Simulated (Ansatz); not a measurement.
**CH8O2Si2: a ladder of functionals and wavefunction methods**

An exercise on one series of results from a longer session: the logs are not shown, and one member is left open.

Computed with Ansatz 0.2.0, Gaussian basis. Level: functionals in def2-TZVPP, the program's frozen cores in correlated methods.

The runs, in order: PBE-D4, r2SCAN-D4, PBE0-D4, B3LYP-D4, ωB97X-V, ωB97M-V, B2PLYP; CCSD(T)/def2-TZVPP; MP2/def2-QZVPP; extrapolation to the limit.

### Structure used throughout

The geometry comes from an earlier relaxation with PBE0-D4 in a triple-zeta def2 set; it is a stationary point, not always the lowest conformer.

SMILES `CO[SiH](O)[SiH3]`, 13 atoms, charge 0, spin multiplicity 1.

Atoms are counted from 1 here; the program's logs count them from 0.

Bond lengths: C1–O2 1.409 Å, C1–H6 1.097 Å, C1–H7 1.091 Å, C1–H8 1.095 Å, O2–Si3 1.639 Å, Si3–O4 1.649 Å, Si3–Si5 2.335 Å, Si3–H9 1.497 Å, O4–H10 0.958 Å, Si5–H11 1.488 Å, Si5–H12 1.488 Å, Si5–H13 1.487 Å. Angles: O2–C1–H6 111.6°, O2–C1–H7 108.5°, O2–C1–H8 111.0°, H6–C1–H7 108.4°, H6–C1–H8 108.8°, H7–C1–H8 108.5°, C1–O2–Si3 124.0°, O2–Si3–O4 113.0°, O2–Si3–Si5 105.6°, O2–Si3–H9 108.1°, O4–Si3–Si5 108.2°, O4–Si3–H9 107.3°, Si5–Si3–H9 114.8°, Si3–O4–H10 117.8°, Si3–Si5–H11 109.9°, Si3–Si5–H12 110.2°, Si3–Si5–H13 110.4°, H11–Si5–H12 108.5° and more.

Set-up of the first run:

The input, in.yaml:

```yaml
crystal:
  periodic: [false, false, false]
  atoms:
    - {symbol: C, position_ang: [0.387433, -1.564238, 1.632961]}
    - {symbol: O, position_ang: [0.488335, -0.913770, 0.387445]}
    - {symbol: Si, position_ang: [-0.399283, 0.397603, -0.035116]}
    - {symbol: O, position_ang: [-0.025538, 1.740336, 0.846574]}
    - {symbol: Si, position_ang: [0.131689, 0.819729, -2.269212]}
    - {symbol: H, position_ang: [-0.659094, -1.722855, 1.921584]}
    - {symbol: H, position_ang: [0.874687, -2.537525, 1.555235]}
    - {symbol: H, position_ang: [0.885729, -0.987381, 2.418903]}
    - {symbol: H, position_ang: [-1.840469, 0.083797, 0.219534]}
    - {symbol: H, position_ang: [-0.572572, 1.942431, 1.606215]}
    - {symbol: H, position_ang: [-0.688793, 1.951265, -2.780282]}
    - {symbol: H, position_ang: [-0.152252, -0.380994, -3.100243]}
    - {symbol: H, position_ang: [1.570118, 1.171603, -2.403606]}
basis:
  gaussian: {orbitals: def2-TZVPP}
hamiltonian: {xc: pbe, dispersion: d4}
output: {forces: true, orbitals: {seedname: orbitals}}
```

The run is started by

```
> ansatz run in.yaml --threads 2 --pin off --events-out ev --progress --plain --max-ram 31744MiB --backend cuda --devices 0, --max-vram 18GiB
```

Among the steps run: PBE-D4 (GGA); r2SCAN-D4 (meta-GGA); PBE0-D4 (hybrid); B3LYP-D4 (hybrid); ωB97X-V (range-separated); ωB97M-V (range-separated); B2PLYP (double hybrid); CCSD(T) in def2-TZVPP; MP2 in def2-QZVPP.

One of the session's tables, all rows but one given; the rest of the session is left out.

It belongs to the step «Atomisation energies». 

```
            method  atomisation energy (kcal/mol)
            PBE-D4                         1100.0
         r2SCAN-D4                         1095.4
           PBE0-D4                         1084.7
          B3LYP-D4                         1093.5
           ωB97X-V                         1100.9
           ωB97M-V                         1097.1
            B2PLYP                         1082.0
     HF/def2-TZVPP                              ?
    MP2/def2-TZVPP                         1079.8
   CCSD/def2-TZVPP                         1056.0
CCSD(T)/def2-TZVPP                         1069.1
           MP2/CBS                         1110.0
       CCSD(T)/CBS                         1099.3
```

**Question.** Estimate the row for HF/def2-TZVPP.

As computed: atomisation energy (kcal/mol): 804.6. In the column «atomisation energy (kcal/mol)» it is the lowest.

To keep in mind: Free atoms (1 C, 2 O, 2 Si, 8 H) were run apart at each level; the atomisation energy is their sum less the molecule, without zero-point or spin-orbit terms.
